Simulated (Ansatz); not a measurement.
This script drives Ansatz 0.2.0, Python API.

Script `scan_ch6gete.py`:
```python
"""Stretching a bond of CH6GeTe, the rest held rigid."""

import logging
import sys

import ansatz as az
from ase import Atoms
import numpy as np

logging.basicConfig(stream=sys.stdout, format="%(levelname)s %(message)s")
logger = logging.getLogger("calc")
logger.setLevel(logging.INFO)

BASIS = "def2-SVP"
FUNCTIONAL = "r2scan0"

atoms = Atoms(["Ge", "C", "Te", "H", "H", "H", "H", "H", "H"], positions=[
    (-0.5253, 0.8507, -0.8344),
    (0.4715, -0.468, 0.0627),
    (-0.3148, -0.7384, 2.0341),
    (-1.9807, 0.4543, -0.918),
    (-0.0228, 1.0864, -2.2997),
    (-0.4748, 2.246, -0.0654),
    (1.5622, -0.1403, 0.1172),
    (0.4433, -1.4038, -0.5018),
    (0.9299, -1.9331, 2.3882),
])
molecule = az.Crystal.molecule_from_ase(atoms)

symbols = [site.symbol for site in molecule.cartesian_sites]
start = np.array([site.position_ang for site in molecule.cartesian_sites])
axis = (start[2] - start[1]) / np.linalg.norm(start[2] - start[1])
moving = [2, 8]
lengths, energies = [1.883, 1.968, 2.054, 2.14, 2.225, 2.311, 2.396, 2.525], []
for length in lengths:
    xyz = start.copy()
    xyz[moving] += (length - np.linalg.norm(start[2] - start[1])) * axis
    point = az.Crystal.molecule()
    for symbol, xyz in zip(symbols, xyz):
        point = point.atom(symbol, xyz.tolist())
    base = point.calculation().basis(gaussian=BASIS).functional(FUNCTIONAL).scf(lower_state_search="light")
    summary = base.run().report
    energies.append(summary["free_energy_ev"])
    logger.info(f"r = {length:6.3f} A  E = {energies[-1]:.5f} eV  <S^2> = {abs(summary['mean_field']['state']['spin_squared']):.3f}")

# quartic fit about the minimum
fit = np.polynomial.Polynomial.fit(lengths, np.array(energies) - min(energies), 4).convert()
roots = [r.real for r in fit.deriv().roots() if abs(r.imag) < 1e-9 and fit.deriv(2)(r.real) > 0]
r_e = min(roots, key=lambda r: abs(r - lengths[int(np.argmin(energies))]))
logger.info(f"minimum of the fit at {r_e:.4f} A, force constant {fit.deriv(2)(r_e):.2f} eV/A^2")
```

It is started by `python scan_ch6gete.py`. Estimate its wall time and peak memory on 1 thread of Intel(R) Xeon(R) 6975P-C (Granite Rapids), with other jobs on the host.

It took about 35 s, with a peak of 0.33 GiB, for 8 runs of the engine.

```console
$ python scan_ch6gete.py
INFO r =  1.883 A  E = -64937.23015 eV  <S^2> = 0.000
INFO r =  1.968 A  E = -64937.71707 eV  <S^2> = 0.000
INFO r =  2.054 A  E = -64937.97636 eV  <S^2> = 0.000
INFO r =  2.140 A  E = -64938.06896 eV  <S^2> = 0.000
INFO r =  2.225 A  E = -64938.04513 eV  <S^2> = 0.000
INFO r =  2.311 A  E = -64937.93989 eV  <S^2> = 0.000
INFO r =  2.396 A  E = -64937.78117 eV  <S^2> = 0.000
INFO r =  2.525 A  E = -64937.47643 eV  <S^2> = 0.000
INFO minimum of the fit at 2.1596 A, force constant 14.60 eV/A^2
```

The settings weren't tested for convergence. The rest of the molecule is held rigid at a force-field or estimated start geometry, and the basis set is modest; single-reference methods fail as a bond breaks. def2 sets replace the cores of elements past krypton by effective core potentials. The orbitals are restricted, so S² is zero by construction.

(Lines on the test bed's own set-up are left out of the output.)
